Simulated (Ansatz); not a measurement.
**Molecular dynamics of V**

Input:

```yaml
crystal:
  lattice:
    - [6.04, 0.0, 0.0]
    - [0.0, 6.04, 0.0]
    - [0.0, 0.0, 6.04]
  atoms:
    - { symbol: V, position: [0.0, 0.0, 0.0] }
    - { symbol: V, position: [0.5, 0.0, 0.0] }
    - { symbol: V, position: [0.0, 0.5, 0.0] }
    - { symbol: V, position: [0.0, 0.0, 0.5] }
    - { symbol: V, position: [0.25, 0.25, 0.25] }
    - { symbol: V, position: [0.5, 0.5, 0.0] }
    - { symbol: V, position: [0.5, 0.0, 0.5] }
    - { symbol: V, position: [0.75, 0.25, 0.25] }
    - { symbol: V, position: [0.0, 0.5, 0.5] }
    - { symbol: V, position: [0.25, 0.75, 0.25] }
    - { symbol: V, position: [0.25, 0.25, 0.75] }
    - { symbol: V, position: [0.5, 0.5, 0.5] }
    - { symbol: V, position: [0.75, 0.75, 0.25] }
    - { symbol: V, position: [0.75, 0.25, 0.75] }
    - { symbol: V, position: [0.25, 0.75, 0.75] }
    - { symbol: V, position: [0.75, 0.75, 0.75] }
basis:
  ecutwfc: 420.0
kpoints:
  mp_grid: { grid: [2, 2, 2] }
hamiltonian:
  xc: pbesol
scf:
  occupations: { method: fermi_dirac, width: 0.17 }
  lower_state_search: "off"
md:
  timestep: 4.5
  n_steps: 210
  ensemble: nvt_langevin
  temperature: 2000.0
  initial_velocities: maxwell_boltzmann
  seed: 946995
  friction: 0.02
```

Launched with:

```bash
$ ansatz run input.yaml --threads 2 --pin off --max-ram 5120MiB --backend cpu --events-out ev --progress --plain --runs-dir out
```

It starts from a structure without forces on its atoms.

Output, in part (step lines):

```
md step     0: t =     0.00 fs  T =  1875.0 K  F+E_penalty+E_count = -46166.15321991 eV  E_kin = 3.877800 eV  (7 SCF iters)
md step     1: t =     4.50 fs  T =  1864.9 K  F+E_penalty+E_count = -46166.05037033 eV  E_kin = 3.856843 eV  (9 SCF iters)
md step     2: t =     9.00 fs  T =  1764.0 K  F+E_penalty+E_count = -46165.75846225 eV  E_kin = 3.648190 eV  (9 SCF iters)
md step     3: t =    13.50 fs  T =  1269.6 K  F+E_penalty+E_count = -46165.34110005 eV  E_kin = 2.625681 eV  (9 SCF iters)
md step     4: t =    18.00 fs  T =  1061.8 K  F+E_penalty+E_count = -46164.87292411 eV  E_kin = 2.196016 eV  (9 SCF iters)
md step     5: t =    22.50 fs  T =  1062.8 K  F+E_penalty+E_count = -46164.40697050 eV  E_kin = 2.198052 eV  (7 SCF iters)
md step     6: t =    27.00 fs  T =   959.8 K  F+E_penalty+E_count = -46163.95626135 eV  E_kin = 1.984925 eV  (8 SCF iters)
md step     7: t =    31.50 fs  T =  1175.3 K  F+E_penalty+E_count = -46163.55808568 eV  E_kin = 2.430790 eV  (8 SCF iters)
[... lines left out ...]
md step   209: t =   940.50 fs  T =  1561.1 K  F+E_penalty+E_count = -46163.24173733 eV  E_kin = 3.228611 eV  (8 SCF iters)
md step   210: t =   945.00 fs  T =  1640.2 K  F+E_penalty+E_count = -46163.33842079 eV  E_kin = 3.392097 eV  (9 SCF iters)
```

The steps, from the saved trajectory:

```json
{"time (fs)": "0.0", "T (K)": "1875", "potential energy less start (eV)": "0.000"}
{"time (fs)": "31.5", "T (K)": "1175", "potential energy less start (eV)": "2.595"}
{"time (fs)": "63.0", "T (K)": "1544", "potential energy less start (eV)": "4.301"}
{"time (fs)": "94.5", "T (K)": "2517", "potential energy less start (eV)": "3.345"}
{"time (fs)": "126.0", "T (K)": "1317", "potential energy less start (eV)": "6.103"}
{"time (fs)": "157.5", "T (K)": "3142", "potential energy less start (eV)": "3.470"}
{"time (fs)": "189.0", "T (K)": "1989", "potential energy less start (eV)": "5.403"}
{"time (fs)": "220.5", "T (K)": "2209", "potential energy less start (eV)": "5.702"}
{"time (fs)": "252.0", "T (K)": "2125", "potential energy less start (eV)": "5.804"}
{"time (fs)": "283.5", "T (K)": "2122", "potential energy less start (eV)": "5.299"}
{"time (fs)": "315.0", "T (K)": "1803", "potential energy less start (eV)": "3.551"}
{"time (fs)": "346.5", "T (K)": "1452", "potential energy less start (eV)": "3.267"}
{"time (fs)": "378.0", "T (K)": "1951", "potential energy less start (eV)": "4.123"}
{"time (fs)": "409.5", "T (K)": "2080", "potential energy less start (eV)": "5.033"}
{"time (fs)": "441.0", "T (K)": "2012", "potential energy less start (eV)": "4.439"}
{"time (fs)": "472.5", "T (K)": "1470", "potential energy less start (eV)": "3.800"}
{"time (fs)": "504.0", "T (K)": "1649", "potential energy less start (eV)": "3.191"}
{"time (fs)": "535.5", "T (K)": "1750", "potential energy less start (eV)": "2.472"}
{"time (fs)": "567.0", "T (K)": "1650", "potential energy less start (eV)": "3.043"}
{"time (fs)": "598.5", "T (K)": "1841", "potential energy less start (eV)": "3.596"}
{"time (fs)": "630.0", "T (K)": "2324", "potential energy less start (eV)": "3.147"}
{"time (fs)": "661.5", "T (K)": "1983", "potential energy less start (eV)": "5.355"}
{"time (fs)": "693.0", "T (K)": "2824", "potential energy less start (eV)": "5.504"}
{"time (fs)": "724.5", "T (K)": "1841", "potential energy less start (eV)": "5.803"}
{"time (fs)": "756.0", "T (K)": "2792", "potential energy less start (eV)": "4.738"}
{"time (fs)": "787.5", "T (K)": "2378", "potential energy less start (eV)": "3.894"}
{"time (fs)": "819.0", "T (K)": "1668", "potential energy less start (eV)": "5.506"}
{"time (fs)": "850.5", "T (K)": "1957", "potential energy less start (eV)": "4.426"}
{"time (fs)": "882.0", "T (K)": "1731", "potential energy less start (eV)": "3.012"}
{"time (fs)": "913.5", "T (K)": "1024", "potential energy less start (eV)": "2.931"}
{"time (fs)": "945.0", "T (K)": "1640", "potential energy less start (eV)": "2.815"}
```

All steps were run. A run of 0.94 ps of so small a system gives no equilibrium averages. Limits of this set-up: coarse k mesh, magnetic elements without spin.

Mean squared displacements from the first frame to the last, about the centre of mass: V 0.05 Å².

Last frame:

```xyz
16
Lattice="6.0400 0.0000 0.0000 0.0000 6.0400 0.0000 0.0000 0.0000 6.0400" Properties=species:S:1:pos:R:3
V 0.081 0.059 0.356
V 3.005 0.044 0.173
V -0.211 2.929 0.452
V -0.125 -0.060 3.192
V 1.427 1.807 1.896
V 3.052 2.850 0.615
V 3.004 0.114 3.142
V 4.521 1.469 1.622
V 0.061 3.118 3.641
V 1.520 4.606 1.864
V 1.649 1.438 4.914
V 2.769 3.176 3.370
V 4.548 4.394 2.036
V 4.529 1.385 4.906
V 1.418 4.550 4.702
V 4.551 4.479 4.945
```

The run took 12 min on 2 threads of Intel(R) Xeon(R) 6975P-C (Granite Rapids), with other jobs on the host, peak memory 0.96 GiB.
